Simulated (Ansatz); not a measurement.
Crystal: GeCN2.

```
Ge N C
1.0
     1.79379    1.03565    4.92196
    -1.79379    1.03565    4.92196
     0.00000   -2.07129    4.92196
Ge N C
1 2 1
Cartesian
  0.0000 0.0000 0.0000
  0.0000 0.0000 8.6219
  0.0000 0.0000 6.1440
  0.0000 0.0000 7.3829
```

The cell comes from a database or a generator and needn't be the stable form of this composition.

Base run:

| Property | Result |
| --- | --- |
| Program | Ansatz 0.2.0 |
| Functional | PBE0 form with a typed share of exact exchange |
| Potentials or basis | Ansatz PAW |
| Cutoff | 420 eV (not typed: the program's choice for these potentials) |
| k mesh | 5 × 5 × 5 |
| Occupations | fermi-dirac, width 0.05 eV |
| Spin | no spin polarisation |

Its results: band gap on the k mesh 4.20 eV, indirect (least direct gap 5.20 eV); pressure -6.6 GPa; largest force 1.933 eV/Å.

Problem. The run is repeated on the same cell with these changes: functional from PBE0 form with a typed share of exact exchange to PBE0; share of exact exchange from 0.5 to 0.25. What comes out?

Solution. Band gap on the k mesh 2.78 eV, indirect (least direct gap 3.65 eV); pressure -3.5 GPa; largest force 1.000 eV/Å.

Caveats: odd divisions of the mesh miss points on the zone boundary, where band edges often lie, so the gap on the mesh can be too wide; the PAW data sets come from PBE, with cores solved anew for the run's functional, which leaves a small shift of forces and pressure; the thresholds are loose for stress; forces of over 1 eV/Å show positions far from the minimum, so gaps and moduli don't describe the material at rest (some runs).

A k mesh can miss the band edges.
